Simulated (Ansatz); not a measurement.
# Alloy of CdTe and MgTe (20 of 64 Cd sites exchanged), 128 atoms

Aim: relax the alloy cell and compare the gap by PBEsol, HSE06 and r²SCAN.

Method: density functional theory in Ansatz 0.2.0, PAW datasets, plane waves.

### 1 Starting point

128 atoms (44 Cd, 20 Mg, 64 Te); a = 18.310 Å, b = 18.310 Å, c = 18.310 Å, α = 60.00°, β = 60.00°, γ = 60.00°. All atoms were shaken off their sites by about 0.02 Å along each axis; atoms next to an added one may be pushed further to make room.

The runs, in order: (2) PBEsol cell relaxation at the single k point (½, ½, ½), on 1 × NVIDIA GB300 Max-Q with 8 threads of Arm Neoverse-V2; (3) HSE06 single point at the Γ point alone, on 1 × NVIDIA GB300 Max-Q with 8 threads of Arm Neoverse-V2; (4) r²SCAN single point at the Γ point alone, on 1 × NVIDIA GB300 Max-Q with 8 threads of Arm Neoverse-V2.

### 2 PBEsol relaxation of the cell and the positions

Contents of in.yaml:

```yaml
crystal:
  lattice:
    - [0.000000, 12.947264, 12.947264]
    - [12.947264, 0.000000, 12.947264]
    - [12.947264, 12.947264, 0.000000]
  atoms:
    - { symbol: Cd, position: [0.000066, 0.002517, 0.998253] }
    - { symbol: Cd, position: [0.999869, 0.001243, 0.499007] }
    - { symbol: Cd, position: [0.500330, 0.501271, 0.999314] }
    - { symbol: Cd, position: [0.501497, 0.998702, 0.499643] }
    - { symbol: Cd, position: [0.749550, 0.248860, 0.250086] }
    - { symbol: Cd, position: [0.249843, 0.748525, 0.250413] }
    - { symbol: Cd, position: [0.749778, 0.250492, 0.750510] }
    - { symbol: Cd, position: [0.248830, 0.750770, 0.750467] }
    - { symbol: Cd, position: [0.750050, 0.750096, 0.749598] }
    - { symbol: Cd, position: [0.002218, 0.000888, 0.249199] }
    - { symbol: Cd, position: [0.250091, 0.250425, 0.000230] }
    - { symbol: Cd, position: [0.501779, 0.998833, 0.250818] }
    - { symbol: Cd, position: [0.999846, 0.999048, 0.750253] }
    - { symbol: Cd, position: [0.253939, 0.249151, 0.496903] }
    - { symbol: Cd, position: [0.749880, 0.749570, 0.000345] }
    - { symbol: Cd, position: [0.500508, 0.002411, 0.748386] }
    - { symbol: Cd, position: [0.750072, 0.251725, 0.499279] }
    - { symbol: Cd, position: [0.999248, 0.498015, 0.751201] }
    - { symbol: Cd, position: [0.249684, 0.750604, 0.499118] }
    - { symbol: Cd, position: [0.501084, 0.500148, 0.748964] }
    - { symbol: Cd, position: [0.749367, 0.747983, 0.501083] }
    - { symbol: Cd, position: [0.001883, 0.250839, 0.998128] }
    - { symbol: Cd, position: [0.250847, 0.999043, 0.249287] }
    - { symbol: Cd, position: [0.500926, 0.250026, 0.997699] }
    - { symbol: Cd, position: [0.750729, 0.999662, 0.249724] }
    - { symbol: Cd, position: [0.999870, 0.749731, 0.000182] }
    - { symbol: Cd, position: [0.000660, 0.249922, 0.499237] }
    - { symbol: Cd, position: [0.249115, 0.499653, 0.249088] }
    - { symbol: Cd, position: [0.499222, 0.750634, 0.000770] }
    - { symbol: Cd, position: [0.750994, 0.999433, 0.748870] }
    - { symbol: Cd, position: [0.999767, 0.749431, 0.500773] }
    - { symbol: Cd, position: [0.249070, 0.498635, 0.751365] }
    - { symbol: Cd, position: [0.501012, 0.748789, 0.499977] }
    - { symbol: Cd, position: [0.749617, 0.501534, 0.748798] }
    - { symbol: Cd, position: [0.251367, 0.999232, 0.000518] }
    - { symbol: Cd, position: [0.749290, 0.000105, 0.999260] }
    - { symbol: Cd, position: [0.249255, 0.500697, 0.998894] }
    - { symbol: Cd, position: [0.501261, 0.248958, 0.250342] }
    - { symbol: Cd, position: [0.750003, 0.998216, 0.501130] }
    - { symbol: Cd, position: [0.999995, 0.751674, 0.247712] }
    - { symbol: Cd, position: [0.001228, 0.247576, 0.750671] }
    - { symbol: Cd, position: [0.500546, 0.249745, 0.747993] }
    - { symbol: Cd, position: [0.751379, 0.500701, 0.499600] }
    - { symbol: Cd, position: [0.001604, 0.752066, 0.747782] }
    - { symbol: Mg, position: [0.500797, 0.999668, 0.999550] }
    - { symbol: Mg, position: [0.999913, 0.498090, 0.000765] }
    - { symbol: Mg, position: [0.249106, 0.248891, 0.249345] }
    - { symbol: Mg, position: [0.999943, 0.499173, 0.501236] }
    - { symbol: Mg, position: [0.249983, 0.251627, 0.749438] }
    - { symbol: Mg, position: [0.498087, 0.499796, 0.499413] }
    - { symbol: Mg, position: [0.750935, 0.752770, 0.245671] }
    - { symbol: Mg, position: [0.748256, 0.252059, 0.000342] }
    - { symbol: Mg, position: [0.000249, 0.499558, 0.251203] }
    - { symbol: Mg, position: [0.250218, 0.748958, 0.999980] }
    - { symbol: Mg, position: [0.500795, 0.500221, 0.249137] }
    - { symbol: Mg, position: [0.250614, 0.997786, 0.751684] }
    - { symbol: Mg, position: [0.500482, 0.250618, 0.500043] }
    - { symbol: Mg, position: [0.749660, 0.498519, 0.249841] }
    - { symbol: Mg, position: [0.998474, 0.250751, 0.251002] }
    - { symbol: Mg, position: [0.250267, 0.000578, 0.500172] }
    - { symbol: Mg, position: [0.748755, 0.500036, 0.999115] }
    - { symbol: Mg, position: [0.249479, 0.501270, 0.498403] }
    - { symbol: Mg, position: [0.500444, 0.750377, 0.251570] }
    - { symbol: Mg, position: [0.500427, 0.749311, 0.749538] }
    - { symbol: Te, position: [0.063265, 0.063099, 0.062328] }
    - { symbol: Te, position: [0.562449, 0.063647, 0.062827] }
    - { symbol: Te, position: [0.065117, 0.561267, 0.061315] }
    - { symbol: Te, position: [0.063266, 0.062967, 0.562762] }
    - { symbol: Te, position: [0.311483, 0.313661, 0.313339] }
    - { symbol: Te, position: [0.561637, 0.563546, 0.062461] }
    - { symbol: Te, position: [0.562694, 0.062835, 0.563193] }
    - { symbol: Te, position: [0.810914, 0.312804, 0.313957] }
    - { symbol: Te, position: [0.061874, 0.563144, 0.562113] }
    - { symbol: Te, position: [0.309845, 0.815096, 0.312087] }
    - { symbol: Te, position: [0.313381, 0.311943, 0.813880] }
    - { symbol: Te, position: [0.563841, 0.561929, 0.563475] }
    - { symbol: Te, position: [0.813845, 0.813454, 0.312763] }
    - { symbol: Te, position: [0.811719, 0.312661, 0.812341] }
    - { symbol: Te, position: [0.311855, 0.813949, 0.811101] }
    - { symbol: Te, position: [0.812551, 0.811776, 0.812503] }
    - { symbol: Te, position: [0.064259, 0.062754, 0.311116] }
    - { symbol: Te, position: [0.313103, 0.312611, 0.060851] }
    - { symbol: Te, position: [0.562264, 0.063355, 0.311979] }
    - { symbol: Te, position: [0.813081, 0.313431, 0.062442] }
    - { symbol: Te, position: [0.061886, 0.561314, 0.313777] }
    - { symbol: Te, position: [0.313297, 0.811642, 0.060771] }
    - { symbol: Te, position: [0.061970, 0.063518, 0.812808] }
    - { symbol: Te, position: [0.312135, 0.314463, 0.561918] }
    - { symbol: Te, position: [0.563538, 0.563581, 0.311210] }
    - { symbol: Te, position: [0.814544, 0.811395, 0.061098] }
    - { symbol: Te, position: [0.561164, 0.062385, 0.813398] }
    - { symbol: Te, position: [0.812940, 0.312129, 0.564198] }
    - { symbol: Te, position: [0.062250, 0.562682, 0.810427] }
    - { symbol: Te, position: [0.308614, 0.811921, 0.563788] }
    - { symbol: Te, position: [0.558964, 0.562118, 0.816110] }
    - { symbol: Te, position: [0.814653, 0.812712, 0.560653] }
    - { symbol: Te, position: [0.062140, 0.315575, 0.061712] }
    - { symbol: Te, position: [0.313307, 0.063971, 0.311945] }
    - { symbol: Te, position: [0.561182, 0.313572, 0.060597] }
    - { symbol: Te, position: [0.809951, 0.060804, 0.315600] }
    - { symbol: Te, position: [0.062727, 0.810520, 0.061396] }
    - { symbol: Te, position: [0.060764, 0.311944, 0.562017] }
    - { symbol: Te, position: [0.311988, 0.563455, 0.309761] }
    - { symbol: Te, position: [0.561241, 0.809774, 0.065972] }
    - { symbol: Te, position: [0.313604, 0.063386, 0.813218] }
    - { symbol: Te, position: [0.565771, 0.310845, 0.562040] }
    - { symbol: Te, position: [0.814332, 0.562399, 0.310814] }
    - { symbol: Te, position: [0.813472, 0.061330, 0.812774] }
    - { symbol: Te, position: [0.063813, 0.812234, 0.563818] }
    - { symbol: Te, position: [0.311314, 0.563819, 0.811642] }
    - { symbol: Te, position: [0.562526, 0.814463, 0.561373] }
    - { symbol: Te, position: [0.810753, 0.563327, 0.810748] }
    - { symbol: Te, position: [0.310064, 0.063610, 0.063973] }
    - { symbol: Te, position: [0.812268, 0.064759, 0.059200] }
    - { symbol: Te, position: [0.062601, 0.311134, 0.313423] }
    - { symbol: Te, position: [0.313161, 0.563442, 0.060764] }
    - { symbol: Te, position: [0.313023, 0.062408, 0.563767] }
    - { symbol: Te, position: [0.562763, 0.312903, 0.309772] }
    - { symbol: Te, position: [0.813498, 0.562627, 0.060917] }
    - { symbol: Te, position: [0.811938, 0.063135, 0.562061] }
    - { symbol: Te, position: [0.064677, 0.811480, 0.310091] }
    - { symbol: Te, position: [0.062448, 0.314081, 0.811814] }
    - { symbol: Te, position: [0.312948, 0.560640, 0.561744] }
    - { symbol: Te, position: [0.561437, 0.815025, 0.311133] }
    - { symbol: Te, position: [0.560188, 0.310881, 0.815272] }
    - { symbol: Te, position: [0.811501, 0.563103, 0.562111] }
    - { symbol: Te, position: [0.062269, 0.813581, 0.812150] }
    - { symbol: Te, position: [0.563448, 0.811874, 0.813775] }
kpoints:
  mp_grid: { grid: [1, 1, 1], shift: [0.5, 0.5, 0.5] }
hamiltonian:
  xc: pbesol
scf:
  occupations: { method: fermi_dirac, width: 0.01 }
relax:
  f_tol: 0.03
  max_steps: 80
  escape_saddle: false
  adjacent_minimum: "off"
  cell: { fix: [shape] }
output:
  forces: true
  eigenvalues: true
  populations: true
```

Launch:

```bash
$ ansatz run in.yaml --threads 8 --pin off --max-ram 118750MiB --runs-dir r --events-out ev --progress --plain --backend cuda --devices 0,
```

Further steps of the session: HSE06 single point; r²SCAN on the same atoms.

What does the calculation give? Wanted: for each run, top filled to lowest empty.

**Answer**, as computed:

| level | time | k points | top filled to lowest empty (eV) |
| --- | --- | --- | --- |
| PBEsol, relaxation | 20 s (GPU) | (½, ½, ½) | 2.00 |
| HSE06 | 8.3 min (GPU) | Γ | 2.11 |
| r²SCAN | 27 s (GPU) | Γ | 1.77 |

| quantity | value |
| --- | --- |
| relaxation | 3 recorded steps, 0.51 eV gained |
| largest shift | 0.08 Å (Te94) |
| relaxed cell | a = 18.306 Å, b = 18.306 Å, c = 18.306 Å, α = 60.00°, β = 60.00°, γ = 60.00° |
| mean bonds | Cd–Te 2.809, Mg–Te 2.788 Å |

Relaxation gains 0.51 eV, with shifts up to 0.08 Å (Te94), while the volume changes by -0.1 %. Part of this undoes the random shake of the start. The mean lengths differ by only 0.02 Å, over all coordinations together. At the same k points, r²SCAN gives a spacing 0.34 eV smaller than the 2.11 eV of HSE06. The relaxation ran on other k points, so part of any difference from the later rows can come from the mesh. The HSE06 single point took about 18 times as long as the r²SCAN one on the same kind of device. No spin–orbit coupling is included; with elements this heavy it would shift the edges. With one k point the spacing samples only the states that fold onto it, so it can exceed the gap over the zone.
